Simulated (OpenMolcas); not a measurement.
**Rh⁵⁺ among point charges: CASSCF and CASPT2 levels and susceptibility**

Aim: the splitting of the states of Rh⁵⁺ in the field of 6 point charges, its lowest levels with spin-orbit coupling and its magnetic susceptibility.

Method: state-averaged CASSCF and CASPT2, spin-orbit coupling by RASSI with atomic mean-field integrals. Code: OpenMolcas 26.06.

**1. The system**

| Item | Value |
| --- | --- |
| Species | Rh⁵⁺ (rhodium, Z = 45, 40 electrons) |
| Basis | ANO-RCC-VTZP [7s6p4d2f1g], 68 functions |
| Scalar Hamiltonian | DKH2, point nucleus |
| Inactive shells | 1s 2s 2p 3s 3p 3d 4s 4p |
| Active space | 4 electrons in 5 orbitals (4d) |
| Some configurations of this space | 4d⁴ |
| Orbitals | optimised for each spin and parity, averaged over all roots |

The outer shells:

4d4
```
4d [↑ ][↑ ][↑ ][↑ ][  ]
```

The ion sits among 6 point charges of -0.5 e arranged as an octahedron (Oh), 2.23 Å from the ion.

The work runs as a chain of OpenMolcas steps in one folder; each step below is one input file. Labels, J, g values, rates, χT and fits are worked out afterwards by a script from the matrices that RASSI stores. The input lists half of the charges; inversion (Group=XYZ) makes the rest.

**2. GATEWAY and SEWARD: basis and integrals**

a.inp reads:

```
&GATEWAY
Coord
1

Rh 0.0 0.0 0.0
Basis=ANO-RCC-VTZP
Group=XYZ
NoMove
AngMom=0.0 0.0 0.0
AMFI
XField
3 Angstrom 0
2.230000 0.000000 0.000000 -0.500000
0.000000 2.230000 0.000000 -0.500000
0.000000 0.000000 2.230000 -0.500000
&SEWARD
```

The run is started by

```sh
$ OMP_NUM_THREADS=1 MOLCAS_MEM=1689 MOLCAS_PROJECT=a pymolcas a.inp > a.log
```

**3. CASSCF: quintets of even parity, 5 roots**

a.inp reads:

```
&RASSCF
FileOrb=start.orb
Symmetry=1
Spin=5
nActEl=4 0 0
Inactive=9 9
Ras2=5 0
CIRoot=5 5 1
SDav=5
CIMx=300
Iter=120 100
PrWF=0.3
OrbListing=Nothing
MaxOrb=0
>>> COPY $Project.JobIph JOB001
```

start.orb holds the contracted functions of the basis, ordered by shell, or the orbitals of the step before.

**4. Reference wave functions, triplets of even parity, 45 roots**

a.inp reads:

```
&RASSCF
FileOrb=start.orb
Symmetry=1
Spin=3
nActEl=4 0 0
Inactive=9 9
Ras2=5 0
CIRoot=45 45 1
SDav=45
CIMx=300
Iter=120 100
PrWF=0.3
OrbListing=Nothing
MaxOrb=0
>>> COPY $Project.JobIph JOB002
```

**5. Reference wave functions, singlets of even parity, 50 roots**

a.inp reads:

```
&RASSCF
FileOrb=start.orb
Symmetry=1
Spin=1
nActEl=4 0 0
Inactive=9 9
Ras2=5 0
CIRoot=50 50 1
SDav=50
CIMx=300
Iter=120 100
PrWF=0.3
OrbListing=Nothing
MaxOrb=0
>>> COPY $Project.JobIph JOB003
```

**6. RASSI: spin-orbit coupling between the states**

a.inp reads:

```
&RASSI
NrOfJobIphs=3 5 45 50
1 2 3 4 5
1 2 3 4 5 6 7 8 9 10 11 12 13 14 15 16 17 18 19 20 21 22 23 24 25 26 27
28 29 30 31 32 33 34 35 36 37 38 39 40 41 42 43 44 45
1 2 3 4 5 6 7 8 9 10 11 12 13 14 15 16 17 18 19 20 21 22 23 24 25 26 27
28 29 30 31 32 33 34 35 36 37 38 39 40 41 42 43 44 45 46 47 48 49 50
IphNames
JOB001
JOB002
JOB003
EJob
SpinOrbit
DIPRint=1.0
SOCoupling=1000.0
Subsets=2
Property=9
'ANGMOM' 1 'ANGMOM' 2 'ANGMOM' 3 'MLTPL  1' 1 'MLTPL  1' 2 'MLTPL  1' 3
'AMFI' 1 'AMFI' 2 'AMFI' 3
SOProperty=3
'ANGMOM' 1 'ANGMOM' 2 'ANGMOM' 3
```

**7. CASPT2: IPEA 0.25, imaginary shift 0.1 (closed shells correlated: 4s 4p)**

a.inp reads:

```
>>> COPY JOB001 $Project.JobIph
&CASPT2
Multistate=5 1 2 3 4 5
NoMult
Frozen=8 6
IPEA=0.25
Imaginary=0.1
MaxIter=60
WThr=0.0 0.3 0.05
PrWF=0.5
NoMix
>>> COPY JOB002 $Project.JobIph
&CASPT2
Multistate=45 1 2 3 4 5 6 7 8 9 10 11 12 13 14 15 16 17 18 19 20 21 22
23 24 25 26 27 28 29 30 31 32 33 34 35 36 37 38 39 40 41 42 43 44 45
NoMult
Frozen=8 6
IPEA=0.25
Imaginary=0.1
MaxIter=60
WThr=0.0 0.3 0.05
PrWF=0.5
NoMix
>>> COPY JOB003 $Project.JobIph
&CASPT2
Multistate=50 1 2 3 4 5 6 7 8 9 10 11 12 13 14 15 16 17 18 19 20 21 22
23 24 25 26 27 28 29 30 31 32 33 34 35 36 37 38 39 40 41 42 43 44 45 46
47 48 49 50
NoMult
Frozen=8 6
IPEA=0.25
Imaginary=0.1
MaxIter=60
WThr=0.0 0.3 0.05
PrWF=0.5
NoMix
```

(Steps that only read results are left out.)

Before running it: what results should come out? Wanted: spin-free ground state; first state of the same spin within the active space; lowest level; next level.

As calculated:

| quantity | value |
| --- | --- |
| method | SS-CASPT2, IPEA 0.25, imaginary shift 0.1 (closed shells correlated: 4s 4p) |
| spin-free ground state | 5E, 2-fold in its orbital part |
| first state of the same spin within the active space | 5T2 at 631 cm⁻¹ |
| lowest level | 1-fold A1 |
| next level | 671.6 cm⁻¹ |
| χT at 300 K | 0.48 cm³ K/mol |
| effective moment at 300 K | 1.95 μB |

Cost by method:

```csv
method,time of its own steps,time with the reference
A. CASSCF,22 s,22 s
"B. SS-CASPT2, IPEA 0.25, imaginary shift 0.1, +4s 4p",11 s,33 s
```

Times are of one thread on a shared host.

**Reading.** The spin-free ground state (5E) comes to 100 % from free-ion D terms and keeps the highest spin of the shell. χT at 300 K is 0.48, against 3.01 cm³ K/mol for the spin alone, so spin-orbit coupling lowers it. An active space of the d shell alone favours high spin; real ions in strong fields can be low spin. CASPT2 does not keep the components of a term degenerate, and the means are used. An orbital doublet at a regular site is open to a Jahn-Teller distortion, which this geometry leaves out. The field of point charges can differ much from that of real complexes. With metal d orbitals alone active, the gaps between spin states are rough; where two lie within a few thousand cm-1, their order is open. This is an electrostatic model: the charges have no orbitals.
